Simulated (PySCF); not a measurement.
# Ways to converge the SCF of NaGa⁺

Do solver options change the result for NaGa⁺, or only the number of cycles?

The runs use PySCF 2.14.0; each script names its method and basis.

### 1 The system as given

NaGa⁺: 2 atoms, charge 1, spin multiplicity 2.

Bond lengths: Na1–Ga2 2.880 Å.

### 2 The run that the others are compared with

input.py

```python
from pyscf import gto, scf, mp

mol = gto.M(
    atom='Na 0 0 0; Ga 0 0 2.88',
    basis='crenbl',
    ecp={'Na': 'crenbl', 'Ga': 'crenbl'},
    charge=1,
    spin=1,
    verbose=3,
)
mf = scf.UHF(mol)
mf.kernel()
mp.MP2(mf).kernel()
mf.dip_moment()
print('orbital energies (hartree):', [e[max(0, n-3):n+3].round(4) for e, n in zip(mf.mo_energy, mol.nelec)])
```

Command:

```sh
$ python input.py
```

The log of this run is left out.

Base result: E(SCF) = -124.809743 Eh, E(MP2) − E(SCF) = -0.42924 Eh, ⟨S²⟩ = 0.758.

The bond length is a typed value, not an optimised one. The dipole of an ion depends on the origin.

### 3 Initial guess huckel

Run 1 changes initial guess: minao → huckel.

input.py

```python
from pyscf import gto, scf, mp

mol = gto.M(
    atom='Na 0 0 0; Ga 0 0 2.88',
    basis='crenbl',
    ecp={'Na': 'crenbl', 'Ga': 'crenbl'},
    charge=1,
    spin=1,
    verbose=3,
)
mf = scf.UHF(mol)
mf.init_guess = 'huckel'
mf.kernel()
mp.MP2(mf).kernel()
mf.dip_moment()
print('orbital energies (hartree):', [e[max(0, n-3):n+3].round(4) for e, n in zip(mf.mo_energy, mol.nelec)])
```

Command:

```sh
$ python input.py
```

### 4 DIIS space 20

Run 2 changes DIIS space: default → 20.

input.py, as its differences from that of step 2:

```diff
@@ -11,2 +11,3 @@
 mf = scf.UHF(mol)
+mf.diis_space = 20
 mf.kernel()
```

### 5 Point-group symmetry on

Run 3 changes point-group symmetry: off → on.

input.py, as its differences from that of step 2:

```diff
@@ -8,2 +8,3 @@
     spin=1,
+    symmetry=True,
     verbose=3,
```

### 6 Initial guess atom

Run 4 changes initial guess: minao → atom.

input.py, as its differences from that of step 2:

```diff
@@ -11,2 +11,3 @@
 mf = scf.UHF(mol)
+mf.init_guess = 'atom'
 mf.kernel()
```

### 7 Level shift 0.5 hartree

Run 5 changes level shift: none → 0.5 hartree.

input.py, as its differences from that of step 2:

```diff
@@ -11,2 +11,3 @@
 mf = scf.UHF(mol)
+mf.level_shift = 0.5
 mf.kernel()
```

Before running it: what results should come out? Wanted: for each run, E(SCF); from base; after the SCF.

As calculated:

```
                    run  E(SCF) (hartree)  from base (eV)               after the SCF
                   base       -124.809743               0  MP2 correlation -11.680 eV
   initial guess huckel       -124.809743          0.0000  MP2 correlation -11.680 eV
          DIIS space 20       -124.809743          0.0000  MP2 correlation -11.680 eV
point-group symmetry on       -124.809743          0.0000  MP2 correlation -11.680 eV
     initial guess atom       -124.809743          0.0000  MP2 correlation -11.680 eV
level shift 0.5 hartree       -124.809743          0.0000  MP2 correlation -11.680 eV
```

**Reading.** No change of the SCF energy comes from initial guess huckel or DIIS space 20 or point-group symmetry on or initial guess atom or level shift 0.5 hartree.
